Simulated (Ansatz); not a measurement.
# MoS2 with a defect (Se on an S site): a single-point run

The task is a single point on MoS2 with a defect (Se on an S site) that gives the gradients at the nuclei.

Method: Kohn-Sham DFT, with the functional, basis and potentials that each input names, in Ansatz 0.2.0.

1 further run of the same task is left out (set aside as unsound or not needed). Runs told in other sessions of the task aren't counted.

## (1) The system as given

It takes space group P3m1 (No. 156, trigonal). The conventional cell has a = 9.507 Å, b = 9.507 Å, c = 12.324 Å, α = 90.00°, β = 90.00°, γ = 120.00°. Mo (site symmetry 3m) has 6 S at 2.41 Å in its first shell of neighbours. Mo (site symmetry 1) is surrounded by 6 S at 2.41 Å. Around Mo (site symmetry m) lie 5 S at 2.41 Å and 1 Se at 2.41 Å. Mo (site symmetry m) has 6 S at 2.41 Å in its first shell of neighbours. Se (site symmetry 3m) has 3 Mo at 2.41 Å in its first shell of neighbours. Only part of the 21 independent sites is listed.

As a file:

```cif
data_structure
_symmetry_space_group_name_H-M 'P3m1'
_symmetry_Int_Tables_number 156
_cell_length_a 9.5070
_cell_length_b 9.5070
_cell_length_c 12.3240
_cell_angle_alpha 90.000
_cell_angle_beta 90.000
_cell_angle_gamma 120.000
_cell_volume 964.65
loop_
_atom_site_label
_atom_site_type_symbol
_atom_site_symmetry_multiplicity
_atom_site_Wyckoff_symbol
_atom_site_fract_x
_atom_site_fract_y
_atom_site_fract_z
_atom_site_occupancy
Mo1 Mo 1 a 0.00000 0.00000 0.25000 1
Mo2 Mo 6 e 0.00000 0.33333 0.25000 1
Mo3 Mo 1 b 0.33333 0.66667 0.25000 1
Mo4 Mo 1 c 0.66667 0.33333 0.25000 1
Mo5 Mo 3 d 0.11111 0.88889 0.75000 1
Mo6 Mo 3 d 0.11111 0.55556 0.75000 1
Mo7 Mo 3 d 0.44444 0.22222 0.75000 1
Se1 Se 1 a 0.00000 0.00000 0.62300 1
S1 S 6 e 0.00000 0.33333 0.62300 1
S2 S 1 b 0.33333 0.66667 0.62300 1
S3 S 1 c 0.66667 0.33333 0.62300 1
S4 S 3 d 0.11111 0.88889 0.12300 1
S5 S 3 d 0.11111 0.55556 0.12300 1
S6 S 3 d 0.44444 0.22222 0.12300 1
S7 S 1 a 0.00000 0.00000 0.87700 1
S8 S 6 e 0.00000 0.33333 0.87700 1
S9 S 1 b 0.33333 0.66667 0.87700 1
S10 S 1 c 0.66667 0.33333 0.87700 1
S11 S 3 d 0.11111 0.88889 0.37700 1
S12 S 3 d 0.11111 0.55556 0.37700 1
S13 S 3 d 0.44444 0.22222 0.37700 1
```

## (2) Input and run

Contents of input.yaml:

```yaml
crystal:
  lattice:
    - [9.507, 0.0, 0.0]
    - [-4.7535, 8.2333035138, 0.0]
    - [0.0, 0.0, 12.324]
  atoms:
    - { symbol: Mo, position: [0.1111111111, 0.2222222222, 0.25] }
    - { symbol: Mo, position: [0.1111111111, 0.5555555556, 0.25] }
    - { symbol: Mo, position: [0.1111111111, 0.8888888889, 0.25] }
    - { symbol: Mo, position: [0.4444444444, 0.2222222222, 0.25] }
    - { symbol: Mo, position: [0.4444444444, 0.5555555556, 0.25] }
    - { symbol: Mo, position: [0.4444444444, 0.8888888889, 0.25] }
    - { symbol: Mo, position: [0.7777777778, 0.2222222222, 0.25] }
    - { symbol: Mo, position: [0.7777777778, 0.5555555556, 0.25] }
    - { symbol: Mo, position: [0.7777777778, 0.8888888889, 0.25] }
    - { symbol: Mo, position: [0.2222222222, 0.1111111111, 0.75] }
    - { symbol: Mo, position: [0.2222222222, 0.4444444444, 0.75] }
    - { symbol: Mo, position: [0.2222222222, 0.7777777778, 0.75] }
    - { symbol: Mo, position: [0.5555555556, 0.1111111111, 0.75] }
    - { symbol: Mo, position: [0.5555555556, 0.4444444444, 0.75] }
    - { symbol: Mo, position: [0.5555555556, 0.7777777778, 0.75] }
    - { symbol: Mo, position: [0.8888888889, 0.1111111111, 0.75] }
    - { symbol: Mo, position: [0.8888888889, 0.4444444444, 0.75] }
    - { symbol: Mo, position: [0.8888888889, 0.7777777778, 0.75] }
    - { symbol: Se, position: [0.1111111111, 0.2222222222, 0.623] }
    - { symbol: S, position: [0.1111111111, 0.5555555556, 0.623] }
    - { symbol: S, position: [0.1111111111, 0.8888888889, 0.623] }
    - { symbol: S, position: [0.4444444444, 0.2222222222, 0.623] }
    - { symbol: S, position: [0.4444444444, 0.5555555556, 0.623] }
    - { symbol: S, position: [0.4444444444, 0.8888888889, 0.623] }
    - { symbol: S, position: [0.7777777778, 0.2222222222, 0.623] }
    - { symbol: S, position: [0.7777777778, 0.5555555556, 0.623] }
    - { symbol: S, position: [0.7777777778, 0.8888888889, 0.623] }
    - { symbol: S, position: [0.2222222222, 0.1111111111, 0.123] }
    - { symbol: S, position: [0.2222222222, 0.4444444444, 0.123] }
    - { symbol: S, position: [0.2222222222, 0.7777777778, 0.123] }
    - { symbol: S, position: [0.5555555556, 0.1111111111, 0.123] }
    - { symbol: S, position: [0.5555555556, 0.4444444444, 0.123] }
    - { symbol: S, position: [0.5555555556, 0.7777777778, 0.123] }
    - { symbol: S, position: [0.8888888889, 0.1111111111, 0.123] }
    - { symbol: S, position: [0.8888888889, 0.4444444444, 0.123] }
    - { symbol: S, position: [0.8888888889, 0.7777777778, 0.123] }
    - { symbol: S, position: [0.1111111111, 0.2222222222, 0.877] }
    - { symbol: S, position: [0.1111111111, 0.5555555556, 0.877] }
    - { symbol: S, position: [0.1111111111, 0.8888888889, 0.877] }
    - { symbol: S, position: [0.4444444444, 0.2222222222, 0.877] }
    - { symbol: S, position: [0.4444444444, 0.5555555556, 0.877] }
    - { symbol: S, position: [0.4444444444, 0.8888888889, 0.877] }
    - { symbol: S, position: [0.7777777778, 0.2222222222, 0.877] }
    - { symbol: S, position: [0.7777777778, 0.5555555556, 0.877] }
    - { symbol: S, position: [0.7777777778, 0.8888888889, 0.877] }
    - { symbol: S, position: [0.2222222222, 0.1111111111, 0.377] }
    - { symbol: S, position: [0.2222222222, 0.4444444444, 0.377] }
    - { symbol: S, position: [0.2222222222, 0.7777777778, 0.377] }
    - { symbol: S, position: [0.5555555556, 0.1111111111, 0.377] }
    - { symbol: S, position: [0.5555555556, 0.4444444444, 0.377] }
    - { symbol: S, position: [0.5555555556, 0.7777777778, 0.377] }
    - { symbol: S, position: [0.8888888889, 0.1111111111, 0.377] }
    - { symbol: S, position: [0.8888888889, 0.4444444444, 0.377] }
    - { symbol: S, position: [0.8888888889, 0.7777777778, 0.377] }
kpoints:
  mp_grid: { grid: [3, 3, 2] }
scf:
  occupations: { method: fermi_dirac, width: 0.01 }
hamiltonian:
  xc: pbe
  pseudopotentials: { kind: paw, source: jth }
output:
  forces: true
  stress: true
  populations: true
  efg:
    quadrupole_moments_barn: { Mo: -0.022, S: -0.0694 }
    contact_densities: true
```

The run is started by

```sh
$ ansatz run input.yaml --threads 4 --pin off --max-ram 8192MiB --backend cpu --events-out ev --progress --plain --runs-dir out
```

Log:

```text
Warning: <dir> the checks of this Mo dataset prove no rule for summing its radial tables, as where they were carried onto another mesh than they were made on, and Gregory's rule is taken, under which a leading mesh point left out moves its sums only by what lay on the interval it spanned. That does not make them correct, and they differ from Quantum ESPRESSO's on this file; a re-export a fraction of a mesh step off can move them. hamiltonian.pseudopotentials.radial_quadrature: simpson_from_first_knot sums it by `pw.x`'s rule; on a PAW file no value gives `pw.x`'s numbers. What more to know: hamiltonian.pseudopotentials.radial_quadrature, in the input reference
Warning: <dir> the checks of this Se dataset prove no rule for summing its radial tables, as where they were carried onto another mesh than they were made on, and Gregory's rule is taken, under which a leading mesh point left out moves its sums only by what lay on the interval it spanned. That does not make them correct, and they differ from Quantum ESPRESSO's on this file; a re-export a fraction of a mesh step off can move them. hamiltonian.pseudopotentials.radial_quadrature: simpson_from_first_knot sums it by `pw.x`'s rule; on a PAW file no value gives `pw.x`'s numbers. What more to know: hamiltonian.pseudopotentials.radial_quadrature, in the input reference
Warning: <dir> the checks of this S dataset prove no rule for summing its radial tables, as where they were carried onto another mesh than they were made on, and Gregory's rule is taken, under which a leading mesh point left out moves its sums only by what lay on the interval it spanned. That does not make them correct, and they differ from Quantum ESPRESSO's on this file; a re-export a fraction of a mesh step off can move them. hamiltonian.pseudopotentials.radial_quadrature: simpson_from_first_knot sums it by `pw.x`'s rule; on a PAW file no value gives `pw.x`'s numbers. What more to know: hamiltonian.pseudopotentials.radial_quadrature, in the input reference
Warning: RAYON_NUM_THREADS=4 ignored (pool sized by the plan → 4); use --threads N
Mo: output.efg is read without spin–orbit coupling, which moves field gradients at and beside such atoms by some per cent and up to a factor of two; PAW files take it under magnetization.noncollinear and magnetization.spin_orbit
Engine: ansatz 0.2.0, aarch64-unknown-linux-gnu
Pseudopotentials: kind: paw
Pseudopotential: Mo, paw, valence charge 14, recommended cutoff 1800 eV (normal), Mo.paw.azcp
Pseudopotential: Se, paw, valence charge 6, recommended cutoff 270 eV (normal), Se.paw.azcp
Pseudopotential: S, paw, valence charge 6, recommended cutoff 780 eV (normal), S.paw.azcp
Functional definition: PBE
  parameter kappa = 0.804
  parameter beta = 0.06672455060314922
  exchange = pbe_x(kappa = kappa, mu = beta*pi^2/3)
  correlation = pbe_c(beta = beta)
Error: memory limit exceeded: the `scf loop` phase needs 12.76 GiB against the run's memory maximum of 8.00 GiB; largest carriers: wavefunctions 4.31 GiB, eigensolver slots 2.94 GiB, ion tables 1.40 GiB, density mixer 1.11 GiB, iteration grids 0.63 GiB; this run sums exchange and correlation above basis.xc_grid: 1 (its plan line states the level, which a resume's fixed deck keeps): xc box scratch, where this phase holds it, is freed by typing basis.xc_grid: 1 where that is served, the dense box, on which forces and the stress change with where the atoms sit on the grid; above 1 it holds sets of fields, each of the dense FFT grid's size, one where xc_sum_sets_ram_shed is told, and more where that grid is small for the threads, which a lower --threads can ease, or where more sets divide its points along the first axis more evenly among the threads; basis.xc_grid: 2 can take less where it holds more than four sets; beside a kernel that the sum folds it holds no such fields, which stand under nonlocal-correlation fold; on files that bring a core charge a lower level frees more under converged xc re-evaluation or converged xc re-evaluation excess, where this phase holds it, and far more under ion tables or, behind the SCF, source scf tables, which hold that charge on the exchange–correlation grid, the cube of the level in points for each point of the dense grid (where the key is left out runs that use forces, runs that use the stress, dielectric runs by a finite field, finite-displacement phonons, runs of phonons.displacement_patterns under a GGA or a meta-GGA, phonons by method: dfpt, dielectric runs by the response, runs on support functions, runs on PAW files under a meta-GGA or a hybrid on one, runs at kind: all_electron or under a hybrid on a GGA, runs under a text's formulas of a gradient, and runs on PAW files that evaluate rPW86 or Becke's exchange or LYP's correlation can take a finer level, which can go by the root key accuracy; a number is taken as typed; a frozen pass over a finer state takes that state's level too); a lower level also moves a phonon response's frequencies, a U that a linear-response series measures and a field's Born charges, by the response (dielectric, § Limitations, in the input reference) or by a finite field; with basis.ecutrho_ratio left out a phonons.method: dfpt run under a GGA can take a denser grid at level 1, and more memory; under checkpoint.post_process_only, output.atomic_orbital_hamiltonian's pass stands at its saved state's level: that level is lowered only in the run that saves the state, and a lower --threads takes less chiefly on a dense grid that is small for the threads; a spill directory would not be enough: with 6 of 6 wavefunction blocks spilled the largest phase would still need 9.18 GiB
with nothing else changed it takes a maximum of at least 12.77 GiB, with nothing to spare, and 14.05 GiB leaves up to a tenth: --max-ram 14.05GiB where that set the maximum, else more of the term that did, and with no share typed, where 14.05 GiB is over 0.88 of the host's memory or its container's limit, a share of 0.88 or more that holds the maximum too (--max-ram-frac F), where one does; The budget is ten elevenths of this run's memory maximum, which was set by `override`, `--max-ram`. Only more of that lifts it, as far as the next of its terms, where there is one: `probe`, the memory found free on the host or within its container's limit (plus what this process already holds); `hard-limit-fraction`, `--max-ram-frac`'s share of the host's memory or its container's limit, at most the whole. Or run on fewer --threads (every phase holds memory for each worker), or reduce the deck (k-points, bands, cutoff, basis.xc_grid; a resume cannot: its deck is fixed); --dry-run prints the memory plan (there is none under scf.eigensolver.kind: dense, nor of a phonons: deck that is refused for the q-mesh of its integrals; under relax.cell it leaves out what runs after the relaxation; the manual's page Python interface lists what else it leaves out, under The engine at run.memory_plan())
```

Run time: 5.5 s. Hardware: 4 threads of Arm Neoverse V1, shared host; peak memory 0.94 GiB.

## (3) Diagnosis

Nothing was computed: the input was turned down at the start. The line that matters: «memory limit exceeded: the `scf loop` phase needs 12.76 GiB against the run's memory maximum of 8.00 GiB; largest carriers: wavefunctions 4.31 GiB, eigensolver slots 2.94 GiB, ion tables 1.40 GiB, density mixer 1.11 GiB ...»

The job doesn't fit into the memory allowed. It asks for 12.76 GiB, and 8.00 GiB are there.

The cure: raise the memory limit.

## (4) Outcome

| quantity | value |
| --- | --- |
| ending | refused |
| cause | not enough memory |

In words: The run has to be repeated with the fault mended.
